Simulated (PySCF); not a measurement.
# A diatomic session: GeH

One table from this session's results is given with a row withheld; the runs are named, their logs left out.

Computed with PySCF 2.14.0. Level: Ge pcseg-1, H pcseg-1, no relativity.

Set-up of the first run:

A driver script around PySCF takes these settings:

```
atoms                         : Ge, H
charge                        : 0
basis                         : Ge pcseg-1, H pcseg-1
Hamiltonian                   : no relativity
basis functions               : 32
electrons treated             : 33
masses in u                   : 73.9212, 1.0078
levels                        : PBE0, PBE, r²SCAN, PBEsol, M06, MN15, HSE06, HF, MP2, SCS-MP2, CCSD, CCSD(T)
grid                          : 80 radial by 434 angular points
occupations                   : held fixed by the projection of orbital angular momentum
dissociation limit            : Ge + H, each in its ground configuration
starting distance in angstrom : 1.480
values of 2S to try           : 1, 3
```

Steps of the session up to this table: The job; First curve: PBE0; Excited determinants; PBE (GGA); r²SCAN (meta-GGA); PBEsol (GGA); M06; MN15; HSE06; UHF (mean field); Correlated methods on the Hartree–Fock reference.

One table of the session follows, with a row left open; its other results are not shown here.

It belongs to the step «Constants by level of theory». 

| level | Re (Å) | ωe (cm⁻¹) | De (eV) |
| --- | --- | --- | --- |
| UHF | 1.584 | 1999 | 1.97 |
| UHF-MP2 | 1.585 | 1961 | 2.52 |
| UHF-SCS-MP2 | 1.588 | 1948 | 2.61 |
| UHF-CCSD | 1.595 | 1897 | 2.64 |
| UHF-CCSD(T) | 1.596 | 1886 | 2.66 |
| PBE | 1.622 | 1823 | 2.88 |
| PBEsol | 1.618 | 1836 | 3.00 |
| r²SCAN | 1.599 | 1903 | 2.92 |
| PBE0 | 1.603 | 1903 | 2.84 |
| M06 | 1.609 | 1876 | 2.99 |
| HSE06 | 1.604 | 1896 | 2.86 |
| MN15 | ? | ? | ? |

Estimate the missing values for MN15.

**Answer.** Re (Å): 1.591; ωe (cm⁻¹): 1926; De (eV): 2.90. In the column «Re (Å)» it lies between UHF-SCS-MP2 (1.588) and UHF-CCSD (1.595).
